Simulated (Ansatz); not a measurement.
# BaZn: how the settings move a single-point run

Question: which choices in the input matter for BaZn?

Computed with Ansatz 0.2.0 (reference: DFT, PBEsol, PAW with Ansatz's default frozen-core files, scalar-relativistic; levels and slopes on a fine mesh, independent-particle optical spectra, unless a step's input says otherwise).

## (1) Starting point

It takes space group Pm-3m (No. 221, cubic). The conventional cell has a = 3.993 Å, b = 3.993 Å, c = 3.993 Å, α = 90.00°, β = 90.00°, γ = 90.00°. Ba (site symmetry m-3m) has 8 Zn at 3.46 Å as nearest neighbours. Zn (site symmetry m-3m) is surrounded by 8 Ba at 3.46 Å.

Coordinates:

```cif
data_structure
_symmetry_space_group_name_H-M 'Pm-3m'
_symmetry_Int_Tables_number 221
_cell_length_a 3.9933
_cell_length_b 3.9933
_cell_length_c 3.9933
_cell_angle_alpha 90.000
_cell_angle_beta 90.000
_cell_angle_gamma 90.000
_cell_volume 63.68
loop_
_atom_site_label
_atom_site_type_symbol
_atom_site_symmetry_multiplicity
_atom_site_Wyckoff_symbol
_atom_site_fract_x
_atom_site_fract_y
_atom_site_fract_z
_atom_site_occupancy
Ba1 Ba 1 a 0.00000 0.00000 0.00000 1
Zn1 Zn 1 b 0.50000 0.50000 0.50000 1
```

## (2) Reference

Input file input.yaml:

```yaml
crystal:
  lattice:
    - [3.99325947695, 0.0, 0.0]
    - [0.0, 3.99325947695, 0.0]
    - [0.0, 0.0, 3.99325947695]
  atoms:
    - { symbol: Ba, position: [0.0, 0.0, 0.0] }
    - { symbol: Zn, position: [0.5, 0.5, 0.5] }
kpoints:
  mp_grid: { grid: [10, 10, 10] }
scf:
  occupations: { method: fermi_dirac, width: 0.1 }
hamiltonian:
  xc: pbesol
  pseudopotentials: { kind: paw }
output:
  forces: true
  stress: true
  eigenvalues: true
  eigenstates:
    nscf_kmesh: { grid: [16, 16, 16] }
    de_dk: true
    e_range: [-14, 14]
  optics:
    e_range: [0, 25]
    de: 0.2
    sigma: 0.2
    bands: { spectra_wanted_up_to: 25 }
    nscf_kmesh: { grid: [16, 16, 16] }
    drude_damping: 0.1
checkpoint:
  write: ck
  write_wavefunctions: false
```

On the command line:

```
ansatz run input.yaml --threads 1 --pin off --max-ram 3072MiB --backend cpu --events-out ev --progress --plain --runs-dir out
```

## (3) Changed: mixing.algorithm msr1, mixing.beta 0.1

input.yaml, as its differences from that of step 2:

```diff
@@ -12,2 +12,3 @@
   occupations: { method: fermi_dirac, width: 0.1 }
+  mixing: { algorithm: msr1, beta: 0.1 }
 hamiltonian:
```

What does the calculation give? Wanted: for each run, ending; energy change; pressure; gap; force.

As calculated:

```
                                      run     ending  energy change  pressure (GPa)  gap (eV)  force (eV/Å)  cycles     time
                                reference  converged              0             0.0      0.00          0.00       -  2.3 min
1: mixing.algorithm msr1, mixing.beta 0.1  converged   0.0 meV/atom             0.0      0.00          0.00      14  2.3 min
```

Residual by cycle in the longest SCF loop of each run; runs are numbered as in the table. The quantity is the density residual dr2, in eV.

```
cycle  reference    run 1
    1     9.7e-4   9.7e-4
    2    0.00117   0.0028
    3     2.2e-4  0.00234
    5     2.1e-5   3.9e-5
    6     2.1e-6   6.6e-5
    7     2.4e-7   5.3e-5
    8     3.5e-9   3.5e-5
    9    4.5e-11   2.5e-5
   10    4.2e-12   4.9e-8
   12          -  3.3e-10
   13          -  8.1e-11
   14          -  4.7e-12
```

With the changed mixing the energy agrees within 0.5 meV/atom.
